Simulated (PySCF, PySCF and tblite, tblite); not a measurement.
# C5H10GeO2: conformers and averaged spectra

Aim: find the conformers of C5H10GeO2 (`CC(=O)CC(=O)[CH2][GeH3]`), weigh them, and average their properties.

Programs: PySCF 2.14.0 with density-fitted response routines of our own, and tblite 0.8.0. All values are computed, except where a source is named. Atoms count from 0 throughout.

### 1 The starting structure

18 atoms, charge 0, multiplicity 1; geometry from: UFF geometry.

Bonds of the start (Å): C0–C1 1.49, C0–H10 1.11, C0–H8 1.11, C0–H9 1.11, C1–C3 1.51, C1–O2 1.24, C3–C4 1.50, C3–H11 1.11, C3–H12 1.10, C4–C6 1.51, C4–O5 1.22, C6–Ge7 1.96, C6–H13 1.11, C6–H14 1.10, Ge7–H15 1.54, Ge7–H16 1.55, Ge7–H17 1.56.

### 2 GFN2-xTB relaxation, conformer 1

The job: settings as JSON, then the geometry in Å.

```
{"job": {"xc": "GFN2-xTB", "basis": "xTB", "kind": "relax"}, "charge": 0, "multiplicity": 1}
C     -2.656300     0.407700     1.153600
C     -1.541900    -0.344400     0.511400
O     -1.033300    -1.294700     1.124800
C     -1.003300     0.035100    -0.842200
C      0.358700     0.649700    -0.691800
O      0.458300     1.761000    -0.201000
C      1.594200    -0.054300    -1.184900
Ge     2.738000    -0.512800     0.335600
H     -3.517900    -0.275900     1.326300
H     -2.335400     0.824000     2.133100
H     -3.002900     1.248200     0.508300
H     -0.967300    -0.886300    -1.466900
H     -1.683700     0.750100    -1.330600
H      2.159400     0.601700    -1.877700
H      1.331200    -0.983700    -1.718200
H      3.999500    -1.239900    -0.170500
H      3.139900     0.778800     1.086000
H      1.954000    -1.458000     1.293100
```

The run is started by

```
OMP_NUM_THREADS=1 python ens_run.py task.json out
```

The driver reads the study from task.json and runs its stages one after another.

The log of the run:

```text
step      E/eV     max force
  0    -702.66438    3.018
  1    -702.76984    3.255
  2    -702.85799    0.443
  3    -702.87756    0.389
  4    -702.89781    0.391
  5    -702.90368    0.348
  6    -702.91224    0.191
  7    -702.91707    0.176
  8    -702.92090    0.229
  9    -702.92573    0.256
 10    -702.93053    0.223
 11    -702.93495    0.164
 12    -702.93830    0.125
 13    -702.94107    0.128
 14    -702.94363    0.117
 15    -702.94622    0.129
 16    -702.94864    0.111
 17    -702.95076    0.144
 18    -702.95275    0.137
 19    -702.95481    0.143
 20    -702.95693    0.155
 21    -702.95917    0.136
 22    -702.96171    0.136
 23    -702.96483    0.144
 24    -702.96887    0.198
 25    -702.97395    0.202
 26    -702.98004    0.244
 27    -702.98723    0.245
 28    -702.99533    0.256
 29    -703.00333    0.230
 30    -703.00974    0.223
 31    -703.01407    0.167
 32    -703.01719    0.134
 33    -703.02041    0.141
 34    -703.02457    0.199
 35    -703.02902    0.201
 36    -703.03319    0.175
 37    -703.03642    0.143
 38    -703.03898    0.119
 39    -703.04071    0.132
 40    -703.04471    0.155
 41    -703.04842    0.199
 42    -703.05182    0.148
 43    -703.05389    0.115
 44    -703.05569    0.113
 45    -703.05789    0.138
 46    -703.06044    0.156
 47    -703.06271    0.126
 48    -703.06430    0.106
 49    -703.06545    0.137
 50    -703.06643    0.182
 51    -703.06796    0.120
 52    -703.07066    0.164
 53    -703.07336    0.181
 54    -703.07710    0.248
 55    -703.08102    0.242
 56    -703.08561    0.164
 57    -703.09057    0.169
 58    -703.09660    0.219
 59    -703.10428    0.296
 60    -703.11155    0.265
 61    -703.11357    0.363
 62    -703.11982    0.301
 63    -703.12460    0.150
 64    -703.12899    0.129
 65    -703.13360    0.144
 66    -703.13794    0.154
 67    -703.14320    0.194
 68    -703.14953    0.207
 69    -703.15881    0.237
 70    -703.17007    0.305
 71    -703.16131    0.746
 72    -703.18400    0.223
 73    -703.18893    0.149
 74    -703.19384    0.141
 75    -703.20220    0.173
 76    -703.20643    0.207
 77    -703.21411    0.149
 78    -703.21778    0.136
 79    -703.21990    0.119
 80    -703.22132    0.087
 81    -703.22236    0.098
 82    -703.22303    0.056
 83    -703.22341    0.034
 84    -703.22341    0.034
 85    -703.22353    0.033
 86    -703.22380    0.050
 87    -703.22395    0.052
 88    -703.22425    0.060
 89    -703.22451    0.054
 90    -703.22470    0.029
 91    -703.22487    0.040
 92    -703.22500    0.035
 93    -703.22510    0.026
 94    -703.22517    0.027
 95    -703.22525    0.027
 96    -703.22534    0.027
 97    -703.22542    0.020
 98    -703.22547    0.019
 99    -703.22552    0.018
100    -703.22557    0.020
101    -703.22562    0.015
102    -703.22566    0.014
103    -703.22571    0.018
104    -703.22577    0.026
105    -703.22586    0.030
106    -703.22599    0.030
107    -703.22614    0.031
108    -703.22630    0.031
109    -703.22644    0.031
110    -703.22654    0.029
111    -703.22663    0.027
112    -703.22672    0.028
113    -703.22683    0.026
114    -703.22695    0.027
115    -703.22709    0.032
116    -703.22724    0.032
117    -703.22737    0.028
118    -703.22748    0.028
119    -703.22758    0.026
120    -703.22769    0.033
121    -703.22783    0.040
122    -703.22798    0.035
123    -703.22813    0.030
124    -703.22826    0.030
125    -703.22843    0.041
126    -703.22864    0.045
127    -703.22885    0.036
128    -703.22899    0.027
129    -703.22908    0.022
130    -703.22915    0.027
131    -703.22924    0.029
132    -703.22933    0.026
133    -703.22943    0.024
134    -703.22954    0.026
135    -703.22965    0.028
136    -703.22975    0.023
137    -703.22985    0.021
138    -703.22994    0.025
139    -703.23005    0.032
140    -703.23019    0.039
141    -703.23035    0.040
142    -703.23051    0.037
143    -703.23066    0.029
144    -703.23079    0.028
145    -703.23097    0.032
146    -703.23116    0.029
147    -703.23135    0.029
148    -703.23153    0.032
149    -703.23174    0.033
150    -703.23200    0.040
151    -703.23229    0.044
152    -703.23236    0.094
153    -703.23266    0.027
154    -703.23276    0.025
155    -703.23292    0.028
156    -703.23305    0.038
157    -703.23323    0.036
158    -703.23338    0.028
159    -703.23349    0.021
160    -703.23357    0.025
161    -703.23367    0.031
162    -703.23376    0.022
163    -703.23383    0.027
164    -703.23390    0.021
165    -703.23398    0.030
166    -703.23416    0.046
167    -703.23433    0.045
168    -703.23460    0.033
169    -703.23475    0.048
170    -703.23489    0.036
171    -703.23502    0.030
172    -703.23515    0.025
173    -703.23538    0.035
174    -703.23556    0.042
175    -703.23579    0.041
176    -703.23601    0.027
177    -703.23619    0.025
178    -703.23633    0.031
179    -703.23649    0.039
180    -703.23673    0.040
181    -703.23704    0.054
182    -703.23729    0.053
183    -703.23751    0.042
184    -703.23773    0.036
185    -703.23793    0.042
186    -703.23812    0.046
187    -703.23825    0.039
188    -703.23834    0.043
189    -703.23845    0.025
190    -703.23853    0.016
191    -703.23860    0.019
192    -703.23873    0.025
193    -703.23887    0.035
194    -703.23902    0.038
195    -703.23917    0.034
196    -703.23935    0.033
197    -703.23956    0.036
198    -703.23979    0.036
199    -703.24000    0.034
200    -703.24019    0.031
201    -703.24037    0.030
202    -703.24053    0.030
203    -703.24064    0.023
204    -703.24071    0.019
205    -703.24077    0.022
206    -703.24084    0.020
207    -703.24091    0.020
208    -703.24099    0.021
209    -703.24106    0.021
210    -703.24115    0.024
211    -703.24125    0.026
212    -703.24134    0.023
213    -703.24141    0.022
214    -703.24147    0.027
215    -703.24155    0.027
216    -703.24165    0.024
217    -703.24174    0.020
218    -703.24181    0.017
219    -703.24186    0.018
220    -703.24192    0.019
221    -703.24200    0.023
222    -703.24209    0.024
223    -703.24218    0.023
224    -703.24226    0.019
225    -703.24234    0.019
226    -703.24240    0.015
227    -703.24243    0.012
228    -703.24246    0.012
229    -703.24249    0.017
230    -703.24250    0.012
231    -703.24252    0.008
232    -703.24252    0.006
233    -703.24253    0.005
234    -703.24253    0.005
235    -703.24253    0.003
```

Wall time 2.8 s (1 thread of Arm Neoverse N1, shared host).

Relaxing gained 0.578 eV and moved the atoms by 0.71 Å on average (rms).

### 3 Shieldings, conformer 1: PBE0/6-31G*

The job: settings as JSON, then the geometry in Å.

```
{"job": {"xc": "PBE0", "basis": "6-31G*", "kind": "nmr", "pop": true}, "charge": 0, "multiplicity": 1}
C     -2.246520     0.613856     1.191290
C     -1.140080    -0.247139     0.671799
O     -0.332885    -0.803743     1.378976
C     -0.998507    -0.279877    -0.829657
C      0.142095     0.722491    -1.040747
O     -0.070346     1.909473    -0.972439
C      1.474830     0.121763    -1.216411
Ge     2.200938    -0.735295     0.451190
H     -3.209739     0.244595     0.845486
H     -2.231249     0.648730     2.277252
H     -2.104414     1.616054     0.785483
H     -0.700965    -1.270943    -1.164665
H     -1.900493     0.064444    -1.330088
H      2.182779     0.896805    -1.511699
H      1.456624    -0.657018    -1.978564
H      3.684897    -0.776116     0.161321
H      2.012413     0.091155     1.670667
H      1.771864    -2.152919     0.599149
```

The log of the run:

```text
coarse grid: 68400 points
cycle   1  E = -2422.7874508074  dE =  5.860e-01  |g| = 1.117e+00  |ddm| = 3.974e+00
cycle   2  E = -2422.0395641161  dE =  7.479e-01  |g| = 2.246e+00  |ddm| = 3.084e+00
cycle   3  E = -2423.0197633763  dE = -9.802e-01  |g| = 2.387e-01  |ddm| = 2.353e+00
cycle   4  E = -2423.0310426990  dE = -1.128e-02  |g| = 7.352e-02  |ddm| = 2.452e-01
cycle   5  E = -2423.0320638219  dE = -1.021e-03  |g| = 1.602e-02  |ddm| = 6.368e-02
cycle   6  E = -2423.0321111842  dE = -4.736e-05  |g| = 6.953e-03  |ddm| = 1.709e-02
cycle   7  E = -2423.0321196779  dE = -8.494e-06  |g| = 2.908e-03  |ddm| = 7.357e-03
final grid: 145216 points
cycle   8  E = -2423.0321417651  dE =  4.115e-06  |g| = 5.514e-03  |ddm| = 7.533e-03
cycle   9  E = -2423.0321238665  dE =  1.790e-05  |g| = 1.110e-02  |ddm| = 1.348e-02
cycle  10  E = -2423.0321475974  dE = -2.373e-05  |g| = 4.994e-04  |ddm| = 8.974e-03
cycle  11  E = -2423.0321476522  dE = -5.485e-08  |g| = 3.351e-05  |ddm| = 4.525e-04
cycle  12  E = -2423.0321476525  dE = -2.769e-10  |g| = 9.099e-06  |ddm| = 4.387e-05
converged SCF energy = -2423.0321476525

GIAO shielding tensors (ppm)
atom      isotropic    diamagn.    paramagn.     s11        s22        s33       span
  0 C      166.136     255.593     -89.456    148.496    150.540    199.372     50.876
  1 C        1.474     247.602    -246.127    -75.318    -34.573    114.314    189.632
  2 O     -247.555     400.159    -647.714   -744.923   -333.709    335.966   1080.889
  3 C      137.167     259.193    -122.026    110.062    147.598    153.840     43.778
  4 C        6.746     246.397    -239.651    -79.956    -11.672    111.865    191.821
  5 O     -240.976     398.800    -639.777   -753.946   -316.283    347.300   1101.246
  6 C      165.154     250.133     -84.980    142.210    152.813    200.437     58.227
  7 Ge    1693.466    2758.033   -1064.568   1624.143   1685.545   1770.710    146.567
  8 H       30.304      30.147       0.157     27.429     29.517     33.966      6.537
  9 H       30.625      30.040       0.585     27.096     29.156     35.623      8.526
 10 H       29.598      31.028      -1.430     26.422     30.278     32.095      5.673
 11 H       28.787      33.619      -4.831     25.669     28.881     31.812      6.142
 12 H       28.935      33.013      -4.078     26.118     29.872     30.814      4.697
 13 H       30.357      29.736       0.622     25.657     29.185     36.230     10.573
 14 H       30.325      30.284       0.041     27.526     28.493     34.956      7.430
 15 H       28.388      28.547      -0.158     21.363     23.256     40.546     19.183
 16 H       28.484      30.469      -1.986     21.927     24.248     39.275     17.348
 17 H       27.638      30.263      -2.625     21.741     22.897     38.277     16.536
```

Run time: 47 s. Hardware: 1 thread of Arm Neoverse N1, shared host; peak memory 0.82 GiB.

Key values: HOMO -7.13 eV, LUMO -1.01 eV; dipole 2.53 D.

### 4 The ensemble: properties at PBE0/6-31G*

The job: settings as JSON, then the geometry in Å.

```
{"job": {"study": "conf", "smiles": "CC(=O)CC(=O)[CH2][GeH3]", "search": {"seed": 8032, "n_embed": 150, "ff_keep": 22, "window": 3.0, "nmax": 10, "temps": [220, 260, 298.15, 340, 380], "t_ref": 298.15, "order": 0.0005}, "level": {"nmr": {"xc": "PBE0", "basis": "6-31G*"}}, "kind": "conf"}, "charge": 0, "multiplicity": 1}
C     -2.246520     0.613856     1.191290
C     -1.140080    -0.247139     0.671799
O     -0.332885    -0.803743     1.378976
C     -0.998507    -0.279877    -0.829657
C      0.142095     0.722491    -1.040747
O     -0.070346     1.909473    -0.972439
C      1.474830     0.121763    -1.216411
Ge     2.200938    -0.735295     0.451190
H     -3.209739     0.244595     0.845486
H     -2.231249     0.648730     2.277252
H     -2.104414     1.616054     0.785483
H     -0.700965    -1.270943    -1.164665
H     -1.900493     0.064444    -1.330088
H      2.182779     0.896805    -1.511699
H      1.456624    -0.657018    -1.978564
H      3.684897    -0.776116     0.161321
H      2.012413     0.091155     1.670667
H      1.771864    -2.152919     0.599149
```

The log of the run:

```text
conformer  sym    E(xTB)   E(DFT)   G(298.15 K)  weight  dipole/D
    1     C1      0.000    0.000    0.000   1.0000    2.528

mean shielding (ppm) by class
class atoms           220 K      260 K   298.15 K      340 K      380 K
  0 C  0            166.136    166.136    166.136    166.136    166.136
  1 C  1              1.474      1.474      1.474      1.474      1.474
  2 O  2           -247.555   -247.555   -247.555   -247.555   -247.555
  3 C  3            137.167    137.167    137.167    137.167    137.167
  4 C  4              6.746      6.746      6.746      6.746      6.746
  5 O  5           -240.976   -240.976   -240.976   -240.976   -240.976
  6 C  6            165.154    165.154    165.154    165.154    165.154
  7 Ge 7           1693.466   1693.466   1693.466   1693.466   1693.466
  8 H  8,9,10        30.176     30.176     30.176     30.176     30.176
  9 H  11,12         28.861     28.861     28.861     28.861     28.861
 10 H  13,14         30.341     30.341     30.341     30.341     30.341
 11 H  15,16,17       28.17      28.17      28.17      28.17      28.17
```

It took 73 s on 1 thread of Arm Neoverse N1, shared host. This counts the runs that the step sums up.

The search (ETKDG and KDG, UFF, GFN2-xTB) embedded 150 structures, kept 12 distinct ones after the force field and 2 after xTB; 1 was carried on (window 3.0 kcal/mol at the search's own energies). Energies: PBE0/6-31G* with D3(BJ).

The conformers at 298 K:

| no. | group | mirror pair | ΔE xTB | ΔE DFT | ΔG | weight (%) | μ (D) | O2–C1–C3–C4 (°) | C1–C3–C4–O5 (°) | O5–C4–C6–Ge7 (°) | A, B, C (GHz) |
| --- | --- | --- | --- | --- | --- | --- | --- | --- | --- | --- | --- |
| 1 | C1 | yes | 0.00 | 0.00 | 0.00 | 100.0 | 2.53 | -75 | -77 | 106 | 2.22, 0.97, 0.76 |

Energies in kcal/mol. ΔG holds xTB vibrations and rotation, symmetry numbers and mirror pairs.

Shifts against references run at the same level (17O H2O 326.0, 13C TMS 196.4, 1H TMS 32.41 ppm of shielding), by class of atoms, at 298 K:

| atoms | environment | average |
| --- | --- | --- |
| C1 | ketone carbonyl carbon | 194.9 |
| C4 | ketone carbonyl carbon | 189.6 |
| C3 | sp3 CH2 α to a carbonyl | 59.2 |
| C6 | sp3 CH2 bonded to Ge, α to a carbonyl | 31.2 |
| C0 | methyl carbon α to a carbonyl | 30.3 |
| H15, H16, H17 | hydrogen on a germanium bonded to C | 4.24 |
| H11, H12 | hydrogen on an sp3 CH2 α to a carbonyl | 3.55 |
| H8, H9, H10 | hydrogen on a methyl carbon α to a carbonyl | 2.24 |
| H13, H14 | hydrogen on an sp3 CH2 bonded to Ge, α to a carbonyl | 2.07 |
| O2 | ketone oxygen | 573.5 |
| O5 | ketone oxygen | 566.9 |
| Ge7 | germanium bonded to C, 3 H | 1693 (σ) |

Effective distances for nuclear Overhauser effects, ⟨r⁻⁶⟩^(−1/6) over all pairs of two classes (Å): H11···H13 2.91; H8···H11 3.01; H13···H15 3.15; H11···H15 3.99.

### 5 Outcome

```
                         quantity                                                 value
                       conformers  1; the first in weight is no. 1 (C1), 100 % at 298 K
          root-mean-square dipole                                                2.53 D
averaged 13C shifts (PBE0/6-31G*)                    194.9, 189.6, 59.2, 31.2, 30.3 ppm
 averaged 1H shifts (PBE0/6-31G*)                            4.24, 3.55, 2.24, 2.07 ppm
```

**Reading.** The search found one conformer in the window, so the averages are its own values. Spin-orbit coupling is left out, which matters at and beside the heavy atoms.
